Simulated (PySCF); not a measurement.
# A diatomic session: CsH+

Aim: find the lowest electronic state of CsH+, scan its bond at several levels of theory, and get bond length, wavenumber and dissociation energy from each curve.

The runs use PySCF 2.14.0; Cs def2-SVPD with ECP46, H def2-SVPD, scalar-relativistic core potentials.

### 1 Set-up

Settings of the job:

```
atoms                         : Cs, H
charge                        : 1
basis                         : Cs def2-SVPD with ECP46, H def2-SVPD
Hamiltonian                   : scalar-relativistic core potentials
basis functions               : 35
electrons treated             : 9
masses in u                   : 132.9054, 1.0078
levels                        : PBE0, PBE, r²SCAN, PW91, revPBE, B2PLYP, HF, MP2, SCS-MP2, CCSD, CCSD(T)
grid                          : 80 radial by 434 angular points
occupations                   : held fixed by the projection of orbital angular momentum
dissociation limit            : Cs+ + H, each in its ground configuration
starting distance in angstrom : 2.625
values of 2S to try           : 1, 3
```

After this run come: PBE0 along the bond; PBE (GGA); r²SCAN (meta-GGA); PW91 (GGA); revPBE; B2PLYP (double hybrid); UHF; MP2 and coupled cluster.

**Question.** What will these runs give? Wanted: for each run, Re; ωe; De; μ.

**Answer**, as computed:

Lowest PBE0 solution found, without spin–orbit coupling: ²Σ⁺ (doublet), unpaired electrons σ ↑.

```csv
level,Re (Å),ωe (cm⁻¹),De (eV),μ (D)
UHF,3.850,113.3,0.017,0.09
UHF-MP2,3.564,173.7,0.031,n/a
UHF-SCS-MP2,3.586,168.0,0.030,n/a
UHF-CCSD,3.528,183.2,0.034,n/a
UHF-CCSD(T),3.524,184.4,0.035,n/a
PBE,3.598,160.1,0.045,0.21
revPBE,3.821,124.2,0.035,0.16
PW91,3.581,160.9,0.048,0.21
r²SCAN,3.468,175.2,0.041,0.19
PBE0,3.612,151.1,0.035,0.18
B2PLYP,3.550,163.8,0.032,0.16
```

De is counted to Cs+ + H in their ground configurations. A positive dipole points from Cs to H; in an ion it is taken about the centre of mass and does not tell which atom is negative.

What this shows: Bond lengths run from 3.468 Å (r²SCAN) to 3.850 Å (UHF). CCSD(T) can't serve as the judge here: for a weak bond in this basis it is far from its limit. Among the levels with a De in the table, it runs from 0.017 eV (UHF) to 0.048 eV (PW91).

Spin–orbit coupling is left out. B2PLYP dipoles, levels and charges come from its SCF part alone. The bond is weak, and basis-set superposition, which was not computed, may be a sizeable part of it. With spin–orbit coupling the term label itself may not hold.
